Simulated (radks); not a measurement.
# P⁺ inside a hard spherical wall

An exercise on one series of results from a longer session: the logs are not shown, and one member is left open.

Program: radks (a radial shooting solver on a logarithmic mesh, Libxc functionals) version 1. Level of theory: scalar-relativistic Kohn-Sham, LDA (Slater exchange, VWN5 correlation), spin-polarised, spherical densities, finite nucleus; open shells are filled with parallel spins first. These are calculated values, not measurements, unless marked.

**The system**

```
element            : phosphorus (Z = 15)
charge             : +1
electrons          : 14
configuration      : [Ne] 3s2 3p2
nuclear rms radius : 3.1889 fm
```

Outer shells as boxes (Hund's rule):

P⁺
```
[Ne] core
3s [↑↓]
3p [↑ ][↑ ][  ]
```

The first run:

Input:

```text
Z 15
configuration [Ne] 3s2 3p2 4s0 3d0 4p0
relativity scalar-relativistic
functional lda,vwn5
spin polarised
nucleus finite rms 3.1889 fm
c 137.035999084
```

Among the steps run: The free atom; Wall at 8 bohr; Wall at 6 bohr; Wall at 4 bohr; Wall at 3.5 bohr; Wall at 2.5 bohr; Wall at 1.5 bohr.

One of the session's tables, all rows but one given; the rest of the session is left out.

```
R (bohr)  E − E(free) (eV)  ε(3p) (eV)  ε(4s, empty) (eV)  ε(3d, empty) (eV)  ε(4p, empty) (eV)
    free             0.000     -15.003             -5.020             -4.313             -3.183
       8             0.002     -14.997             -4.454             -4.159             -1.844
       6             0.096     -14.852             -1.975             -3.454              1.922
       4             3.471     -12.232             14.202              1.386             21.144
     3.5             8.453      -9.438             27.087              5.261             35.053
     2.5                 ?           ?                  ?                  ?                  ?
     1.5            431.92      120.63             438.84             113.98             420.66
```

Estimate the missing values for R (bohr) = 2.5.

Worked estimate for «E − E(free) (eV)». A straight line through the neighbours (3.5, 8.453) and (1.5, 431.92) gives 8.453 + (431.92 − 8.453) × (2.5 − 3.5) / (1.5 − 3.5) = 220.187; a parabola fitted to 3 rows on both sides gives 139.479.

The run gave: E − E(free) (eV): 52.530; ε(3p) (eV): 8.552; ε(4s, empty) (eV): 95.896; ε(3d, empty) (eV): 25.166; ε(4p, empty) (eV): 104.46. In «E − E(free) (eV)» the line misses by +167.657 and the parabola by +86.949.

Shells are not refilled when levels cross, and a hard wall is a model, not a crystal.
